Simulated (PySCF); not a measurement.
**A diatomic session: RbO**

The task here is to estimate one member of a computed series from the others.

Program: PySCF 2.14.0. Level of theory: Rb def2-SVP with ECP28, O def2-SVP, scalar-relativistic core potentials. These are calculated values, not measurements.

Set-up of the first run:

A driver script around PySCF takes these settings:

```json
{
 "atoms": "Rb, O",
 "charge": "0",
 "basis": "Rb def2-SVP with ECP28, O def2-SVP",
 "Hamiltonian": "scalar-relativistic core potentials",
 "basis functions": "38",
 "electrons treated": "17",
 "masses in u": "84.9118, 15.9949",
 "levels": "PBE0, PBE, r²SCAN, M06-2X, B2PLYP, PBEsol, HF, MP2, SCS-MP2, CCSD, CCSD(T)",
 "grid": "80 radial by 434 angular points",
 "occupations": "held fixed by the projection of orbital angular momentum",
 "dissociation limit": "Rb + O, each in its ground configuration",
 "starting distance in angstrom": "2.660",
 "values of 2S to try": "1, 3"
}
```

The run is started by

```sh
$ OMP_NUM_THREADS=1 python dia.py task.json out
```

Steps of the session up to this table: The job; The PBE0 curve of the state that the search chose; Higher solutions at PBE0; PBE (GGA); r²SCAN (meta-GGA); M06-2X; B2PLYP (double hybrid); PBEsol (GGA); UHF; Correlated methods on the Hartree–Fock reference.

One of the session's tables, all rows but one given; the rest of the session is left out.

Energy (eV) from each level's lowest point:

| R (Å) | UHF | UHF-MP2 | UHF-SCS-MP2 | UHF-CCSD | UHF-CCSD(T) |
| --- | --- | --- | --- | --- | --- |
| 2.127 | 0.726 | 0.695 | 0.707 | n/a | n/a |
| 2.226 | 0.331 | 0.314 | 0.322 | 0.320 | 0.324 |
| 2.325 | 0.111 | 0.103 | 0.107 | 0.107 | 0.109 |
| 2.399 | 0.029 | 0.026 | 0.028 | 0.028 | 0.029 |
| 2.473 | 0.000 | 0.000 | 0.000 | 0.000 | 0.000 |
| 2.547 | 0.011 | 0.013 | 0.011 | 0.011 | 0.010 |
| 2.646 | 0.070 | 0.074 | 0.071 | 0.071 | 0.066 |
| 2.770 | ? | ? | ? | ? | ? |
| 2.918 | 0.389 | 0.394 | 0.387 | 0.386 | 0.369 |
| 3.116 | 0.686 | 0.689 | 0.682 | n/a | n/a |

**Question.** Estimate the row for R (Å) = 2.770.

Worked estimate for «UHF». A straight line through the neighbours (2.646, 0.070) and (2.918, 0.389) gives 0.070 + (0.389 − 0.070) × (2.770 − 2.646) / (2.918 − 2.646) = 0.215; a parabola fitted to 4 rows on both sides gives 0.201.

**Answer.** UHF: 0.195; UHF-MP2: 0.200; UHF-SCS-MP2: 0.194; UHF-CCSD: 0.195; UHF-CCSD(T): 0.185. In «UHF» the line misses by +0.020 and the parabola by +0.006.
